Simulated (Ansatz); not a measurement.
# Ti3Se: the cost of one run

Program: Ansatz 0.2.0. Level of theory: DFT PBE, scalar-relativistic, plane waves, PAW. These are calculated values, not measurements.

**1. The structure to begin with**

It takes space group I4/mmm (No. 139, tetragonal). The conventional cell has a = 3.982 Å, b = 3.982 Å, c = 8.896 Å, α = 90.00°, β = 90.00°, γ = 90.00°. Ti (site symmetry 4/mmm) is surrounded by 4 Se at 2.82 Å and 8 Ti at 2.99 Å. Around Ti (site symmetry -4m2) lie 8 Ti at 2.82 to 2.99 Å and 4 Se at 2.99 Å. Around Se (site symmetry 4/mmm) lie 12 Ti at 2.82 to 2.99 Å.

Coordinates:

```xyz
4
Lattice="-1.9912 1.9912 4.4480 1.9912 -1.9912 4.4480 1.9912 1.9912 -4.4480" Properties=species:S:1:pos:R:3 pbc="T T T"
Ti    0.0000    0.0000    4.4480
Ti    1.9912    0.0000    2.2240
Ti    0.0000    1.9912    2.2240
Se    0.0000    0.0000    0.0000
```

This is candidate A: TiAl3 (D0_22) type (I4/mmm, No. 139).

(A quick probe on a coarse mesh, which set the mesh and smearing, is not shown.)

**3. Rough relaxation on the coarse mesh (candidate A)**

input.yaml

```yaml
crystal:
  lattice:
    - [-1.9912341979, 1.9912341979, 4.4479517147]
    - [1.9912341979, -1.9912341979, 4.4479517147]
    - [1.9912341979, 1.9912341979, -4.4479517147]
  atoms:
    - { symbol: Ti, position: [0.5, 0.5, 0.0], spin: 0.48 }
    - { symbol: Ti, position: [0.25, 0.75, 0.5], spin: 0.21 }
    - { symbol: Ti, position: [0.75, 0.25, 0.5], spin: 0.21 }
    - { symbol: Se, position: [0.0, 0.0, 0.0] }
basis:
  ecutwfc: 420
kpoints:
  mp_grid: { grid: [6, 6, 6] }
hamiltonian:
  xc: pbe
scf:
  occupations: { method: gaussian, width: 0.1 }
  lower_state_search: "off"
output:
  forces: true
  stress: true
  eigenvalues: true
  populations: true
magnetization:
  spin_polarized: true
relax:
  adjacent_minimum: "off"
  f_tol: 0.04
  max_steps: 70
  cell: { stress_tol: 0.4 }
```

On the command line:

```
> ansatz run input.yaml --threads 1 --pin off --max-ram 2560MiB --backend cpu --events-out ev --progress --plain --runs-dir out
```

What time and memory should one allow on 1 thread of Intel Xeon 6975P-C (Granite Rapids), shared host?

About 31 s, with a peak of 0.49 GiB.
